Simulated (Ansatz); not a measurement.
**RbCaH3: energy and stress against strain**

The task, for RbCaH3: see how energy and stress answer to the strain pattern (0, 0, 0, 1, 0, 0).

Method: DFT LDA, scalar-relativistic, plane waves, PAW, in Ansatz 0.2.0.

## 1. The structure to begin with

The structure is cubic, space group Pm-3m (No. 221). The conventional cell has a = 4.547 Å, b = 4.547 Å, c = 4.547 Å, α = 90.00°, β = 90.00°, γ = 90.00°. Around Rb (site symmetry m-3m) lie 12 H at 3.22 Å. Ca (site symmetry m-3m) has 6 H at 2.27 Å in its first shell of neighbours. Around H (site symmetry 4/mmm) lie 2 Ca at 2.27 Å and 4 Rb at 3.22 Å.

Structure file:

```cif
data_structure
_symmetry_space_group_name_H-M 'Pm-3m'
_symmetry_Int_Tables_number 221
_cell_length_a 4.5470
_cell_length_b 4.5470
_cell_length_c 4.5470
_cell_angle_alpha 90.000
_cell_angle_beta 90.000
_cell_angle_gamma 90.000
_cell_volume 94.01
loop_
_atom_site_label
_atom_site_type_symbol
_atom_site_symmetry_multiplicity
_atom_site_Wyckoff_symbol
_atom_site_fract_x
_atom_site_fract_y
_atom_site_fract_z
_atom_site_occupancy
Rb1 Rb 1 a 0.00000 0.00000 0.00000 1
Ca1 Ca 1 b 0.50000 0.50000 0.50000 1
H1 H 3 c 0.00000 0.50000 0.50000 1
```

The cell is taken as given, not relaxed at this level.

## 2. The reference cell

Reference values: F = -4992.2875 eV; pressure -2.40 GPa; largest force 0.000 eV/Å; gap on the mesh 2.93 eV. It was computed beforehand with the settings of the runs below.

## 3. The scan: energy and stress against strain

The cell is strained by ε times the Voigt pattern (0, 0, 0, 1, 0, 0) (xx, yy, zz, yz, xz, xy; engineering shear), with fractional coordinates fixed (clamped ions). The stress on the pattern is the sum of the stress components weighted by it, tension positive.

## 4. ε = -0.0400

Contents of input.yaml:

```yaml
crystal:
  lattice:
    - [4.547, 0.0, 0.0]
    - [0.0, 4.547, -0.09094]
    - [0.0, -0.09094, 4.547]
  atoms:
    - { symbol: Rb, position: [0.0, 0.0, 0.0] }
    - { symbol: Ca, position: [0.5, 0.5, 0.5] }
    - { symbol: H, position: [0.0, 0.5, 0.5] }
    - { symbol: H, position: [0.5, 0.0, 0.5] }
    - { symbol: H, position: [0.5, 0.5, 0.0] }
basis:
  ecutwfc: 420
kpoints:
  mp_grid: { grid: [6, 6, 6] }
hamiltonian:
  xc: lda
scf:
  occupations: { method: gaussian, width: 0.05 }
output:
  forces: true
  stress: true
  eigenvalues: true
```

Launch:

```bash
$ ansatz run input.yaml --threads 1 --pin off --max-ram 2560MiB --backend cpu --events-out ev --progress --plain --runs-dir out
```

## 5. Point ε = 0.0300

input.yaml: that of step 4 with these lines changed.

```diff
@@ -3,4 +3,4 @@
     - [4.547, 0.0, 0.0]
-    - [0.0, 4.547, -0.09094]
-    - [0.0, -0.09094, 4.547]
+    - [0.0, 4.547, 0.068205]
+    - [0.0, 0.068205, 4.547]
   atoms:
@@ -23 +23,5 @@
   eigenvalues: true
+  write_density: true
+  write_potential: true
+  elf: true
+  volumetric_format: npy
```

## 6. At ε = -0.0200

input.yaml: that of step 5 with these lines changed.

```diff
@@ -3,4 +3,4 @@
     - [4.547, 0.0, 0.0]
-    - [0.0, 4.547, 0.068205]
-    - [0.0, 0.068205, 4.547]
+    - [0.0, 4.547, -0.04547]
+    - [0.0, -0.04547, 4.547]
   atoms:
@@ -23,5 +23 @@
   eigenvalues: true
-  write_density: true
-  write_potential: true
-  elf: true
-  volumetric_format: npy
```

## 7. At ε = 0.0100

input.yaml: that of step 6 with these lines changed.

```diff
@@ -3,4 +3,4 @@
     - [4.547, 0.0, 0.0]
-    - [0.0, 4.547, -0.04547]
-    - [0.0, -0.04547, 4.547]
+    - [0.0, 4.547, 0.022735]
+    - [0.0, 0.022735, 4.547]
   atoms:
```

## 8. At ε = 0.0350

input.yaml: that of step 7 with these lines changed.

```diff
@@ -3,4 +3,4 @@
     - [4.547, 0.0, 0.0]
-    - [0.0, 4.547, 0.022735]
-    - [0.0, 0.022735, 4.547]
+    - [0.0, 4.547, 0.0795725]
+    - [0.0, 0.0795725, 4.547]
   atoms:
```

## 9. ε = 0.0250

input.yaml: that of step 8 with these lines changed.

```diff
@@ -3,4 +3,4 @@
     - [4.547, 0.0, 0.0]
-    - [0.0, 4.547, 0.0795725]
-    - [0.0, 0.0795725, 4.547]
+    - [0.0, 4.547, 0.0568375]
+    - [0.0, 0.0568375, 4.547]
   atoms:
```

## 10. At ε = 0.0150

input.yaml: that of step 9 with these lines changed.

```diff
@@ -3,4 +3,4 @@
     - [4.547, 0.0, 0.0]
-    - [0.0, 4.547, 0.0568375]
-    - [0.0, 0.0568375, 4.547]
+    - [0.0, 4.547, 0.0341025]
+    - [0.0, 0.0341025, 4.547]
   atoms:
```

## 11. At ε = 0.0050

input.yaml: that of step 10 with these lines changed.

```diff
@@ -3,4 +3,4 @@
     - [4.547, 0.0, 0.0]
-    - [0.0, 4.547, 0.0341025]
-    - [0.0, 0.0341025, 4.547]
+    - [0.0, 4.547, 0.0113675]
+    - [0.0, 0.0113675, 4.547]
   atoms:
```

(Steps that only read results are left out.)

Q: Predict the outcome of this session. Wanted: slope of the stress at ε = 0, from the points at -0.0200, 0 and 0.0050.

As calculated:

```
                                                              quantity   value
slope of the stress at ε = 0, from the points at -0.0200, 0 and 0.0050  17 GPa
```

**Reading.** From the stress slope, C44 is about 17 GPa with the ions clamped; letting the atoms relax could not make it stiffer. The reference stands under -2.4 GPa, so this is no zero-stress constant. The undisturbed cell stays the lowest of the sampled points. The gap on the mesh stays between 2.83 and 2.93 eV.
